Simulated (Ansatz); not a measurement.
This script makes an atomisation energy of CH8GeSi2, SMILES [CH2]1[SiH2][SiH2][GeH2]1 with Ansatz 0.2.0 through its Python package.

The script, `run_tae.py`:
```python
"""Energy to split CH8GeSi2 into its atoms."""

from collections import Counter
from dataclasses import dataclass

import ansatz as az
from ase import Atoms


@dataclass(frozen=True)
class Settings:
    basis: str = "def2-TZVP"
    xc: str = "hf"


cfg = Settings()


def energy(molecule, charge=0, unpaired=0):
    calc = (
        molecule.calculation()
        .basis(gaussian=cfg.basis)  # atom-centred Gaussian functions
        .functional(cfg.xc)
    )
    if charge:
        calc = calc.charge(charge)
    if unpaired:
        calc = calc.spin("collinear", total=unpaired)
    return calc.run(threads=1).report["free_energy_ev"]

atoms = Atoms(["C", "Si", "Si", "Ge", "H", "H", "H", "H", "H", "H", "H", "H"], positions=[
    [-1.0903, 0.3425, -0.574],
    [-0.7357, 0.247, 1.2486],
    [1.2698, -0.4604, 0.7255],
    [0.6149, -0.1905, -1.4094],
    [-1.9677, -0.3017, -0.877],
    [-1.3651, 1.453, -0.8649],
    [-1.5078, -0.7871, 1.9147],
    [-0.6736, 1.5827, 1.8984],
    [1.5257, -1.8559, 1.1318],
    [2.3552, 0.5087, 1.1073],
    [0.3743, -1.5514, -2.1283],
    [1.2773, 0.958, -2.1387],
])
system = az.Crystal.molecule_from_ase(atoms)

# unpaired electrons of the ground-state atoms
unpaired = {"C": 2, "Si": 2, "Ge": 2, "H": 1}
counts = Counter(site.symbol for site in system.cartesian_sites)
atom_energy = {s: energy(az.Crystal.molecule().atom(s, (0, 0, 0)), 0, unpaired[s]) for s in counts}
whole = energy(system, 0, 0)
for s, e in atom_energy.items():
    print(f"{s:2s} x{counts[s]}  {e:14.5f} eV")
print(f"CH8GeSi2: {whole:.5f} eV")
split = sum(counts[s] * e for s, e in atom_energy.items()) - whole
print(f"atomisation energy (no zero-point term): {split:.3f} eV, {split / sum(counts.values()):.3f} eV an atom")
```

What does it cost to take this molecule apart into atoms?

27.907 eV from the electronic energies, without the zero-point term.

The run itself:

```console
$ python run_tae.py
C  x1     -1025.66459 eV
Si x2     -7860.03036 eV
Ge x1    -56472.36139 eV
H  x8       -13.60052 eV
CH8GeSi2: -73354.79831 eV
atomisation energy (no zero-point term): 27.907 eV, 2.326 eV an atom
```

Notes:
- Total energies depend on the basis set; only differences at equal settings carry meaning.
- The geometry is a force-field or estimated start, not a minimum of this method, and the basis set is short of its limit. All parts are taken at fixed geometry, without zero-point energy.
- Hartree-Fock leaves correlation out, so bond, atomisation and ionisation energies come out well too low.
- Finished in 6.4 s on 1 thread of Arm Neoverse V1, with other jobs on the host, peak memory 0.53 GiB.
